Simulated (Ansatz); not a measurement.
**BH3O2Si: vertical ionisation energy**

How much energy removes an electron from BH3O2Si at fixed geometry? The cation is run at each level and the neutral's energy taken from earlier runs.

Program: Ansatz 0.2.0, Gaussian basis. Level of theory: unrestricted cation, the program's frozen cores in correlated methods. These are calculated values, not measurements.

The runs, in order: UKS PBE-D4/def2-TZVPP; UKS r2SCAN-D4/def2-TZVPP; UKS PBE0-D4/def2-TZVPP; UKS B3LYP-D4/def2-TZVPP; UKS wB97X-V/def2-TZVPP; UKS wB97M-V/def2-TZVPP; UKS B2PLYP/def2-TZVPP; UHF-CCSD(T)/def2-TZVPP; UHF-MP2/def2-QZVPP; extrapolation to the limit; then −ε(HOMO) from the neutral's earlier runs with LDA (SPW92), PBE-D4, revPBE-D4, BLYP-D4, r2SCAN-D4, B97M-V, PBE0-D4, B3LYP-D4, r2SCANh-D4, r2SCAN0-D4, HSE06-D4, BHLYP-D4, CAM-B3LYP-D4, LC-ωPBE, ωB97X-V, ωB97M-V.

**1. Structure used throughout**

The geometry comes from an earlier relaxation with PBE0-D4 in a triple-zeta def2 set; it is a stationary point, not always the lowest conformer.

7 atoms, charge 0, spin multiplicity 1.

Atoms are counted from 1 here; the program's logs count them from 0.

Bond lengths: B1–O2 1.393 Å, B1–O4 1.393 Å, B1–H5 1.188 Å, O2–Si3 1.678 Å, Si3–O4 1.678 Å, Si3–H6 1.478 Å, Si3–H7 1.478 Å. Angles: O2–B1–O4 106.9°, O2–B1–H5 126.5°, O4–B1–H5 126.5°, B1–O2–Si3 84.7°, O2–Si3–O4 83.6°, O2–Si3–H6 114.6°, O2–Si3–H7 114.6°, O4–Si3–H6 114.6°, O4–Si3–H7 114.6°, H6–Si3–H7 112.0°, B1–O4–Si3 84.7°.

**2. Cation, UKS PBE-D4/def2-TZVPP**

The input, in.yaml:

```yaml
crystal:
  periodic: [false, false, false]
  atoms:
    - {symbol: B, position_ang: [-1.088618, 0.030966, -0.477535]}
    - {symbol: O, position_ang: [-0.755936, 0.194188, 0.865089]}
    - {symbol: Si, position_ang: [0.821830, -0.039834, 0.342443]}
    - {symbol: O, position_ang: [0.101803, -0.188694, -1.166429]}
    - {symbol: H, position_ang: [-2.180108, 0.071427, -0.945986]}
    - {symbol: H, position_ang: [1.460780, -1.274080, 0.844825]}
    - {symbol: H, position_ang: [1.701648, 1.138126, 0.491893]}
basis:
  gaussian: {orbitals: def2-TZVPP}
total_charge: 1
magnetization: {spin_polarized: true, initial_magnetization: 1}
hamiltonian: {xc: pbe, dispersion: d4}
```

On the command line:

```sh
$ ansatz run in.yaml --threads 2 --pin off --events-out ev --progress --plain --max-ram 4352MiB
```

Further steps of the session: Cation, UKS r2SCAN-D4/def2-TZVPP; Cation, UKS PBE0-D4/def2-TZVPP; Cation, UKS B3LYP-D4/def2-TZVPP; Cation, UKS wB97X-V/def2-TZVPP; Cation, UKS wB97M-V/def2-TZVPP; Cation, UKS B2PLYP (frozen core)/def2-TZVPP; Cation, UHF-CCSD(T)/def2-TZVPP; Cation, UHF-MP2/def2-QZVPP.

Q: Predict the results of all the runs planned. Wanted: ionisation energy, CCSD(T)/CBS; nearest functional by difference; nearest −ε(HOMO); −ε(HOMO) of PBE; T1 of the cation.

As calculated:

| quantity | value |
| --- | --- |
| ionisation energy, CCSD(T)/CBS | 12.34 eV |
| nearest functional by difference | ωB97M-V (-0.19 eV) |
| nearest −ε(HOMO) | LC-ωPBE (+0.09 eV) |
| −ε(HOMO) of PBE | 7.95 eV |
| T1 of the cation | 0.059 |

In words: By cation minus neutral, the functionals miss by 0.71 eV at most. −ε(HOMO) of PBE misses by 4.4 eV, since self-interaction lifts the level. Among orbital estimates LC-ωPBE comes nearest. Hartree-Fock falls 1.27 eV short, as the neutral has more correlation energy than the cation. The cation's T1 (from the report) is 0.059, above the customary mark of 0.045 for open shells, so the coupled-cluster value is less safe. The cation may have settled in a state other than its lowest; no search over hole states beyond the program's own was made.
